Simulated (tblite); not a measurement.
# C5H13BGe: the cost of one run

Computed with tblite 0.8.0 and PySCF 2.14.0, with density-fitted response routines of our own, on a single molecule in the gas phase. Atoms count from 0, in the outputs and in this text.

### Step 1. The starting structure

20 atoms, charge 0, multiplicity 1; geometry from: force field or distance geometry start.

Bonds of the start (Å): C0–Ge1 1.94, Ge1–C2 1.94, C2–B3 1.58, B3–C4 1.56, C4–C5 1.53, C5–C6 1.53, C6–C2 1.54, C0–H7 1.11, C0–H8 1.11, C0–H9 1.10, Ge1–H10 1.55, Ge1–H11 1.56, C2–H12 1.11, B3–H13 1.19, C4–H14 1.12, C4–H15 1.11, C5–H16 1.10, C5–H17 1.11, C6–H18 1.10, C6–H19 1.11.

### Step 2. Relaxing the molecule with GFN2-xTB

Job settings and geometry (Å):

```
{"job": {"kind": "relax", "xc": "GFN2-xTB", "basis": "xTB"}, "charge": 0, "multiplicity": 1}
C      2.129800     1.054600    -0.009300
Ge     1.749400    -0.751700     0.582500
C     -0.145400    -1.159300     0.470800
B     -0.967800    -0.149500     1.359200
C     -1.846400     0.785400     0.478100
C     -1.391600     0.468900    -0.953300
C     -0.709600    -0.906100    -0.941600
H      1.889600     1.149300    -1.083900
H      1.503400     1.768700     0.569200
H      3.189900     1.287300     0.156300
H      2.540900    -1.756100    -0.293500
H      2.204900    -0.910500     2.067900
H     -0.344600    -2.201900     0.796600
H     -0.933400    -0.133800     2.545500
H     -1.661700     1.861600     0.722700
H     -2.921400     0.539800     0.622000
H     -2.244100     0.486500    -1.653100
H     -0.651900     1.229800    -1.280600
H      0.076800    -0.970300    -1.713500
H     -1.471600    -1.682200    -1.157200
```

The run is started by

```bash
OMP_NUM_THREADS=1 python probes_run.py task.json out
```

The driver reads the jobs from task.json and runs them one after another.

Q: Estimate the wall time and peak memory of this first job on 1 thread of Intel Xeon at 2.50GHz, shared host.

About 3 s, with a peak of 0.18 GiB.
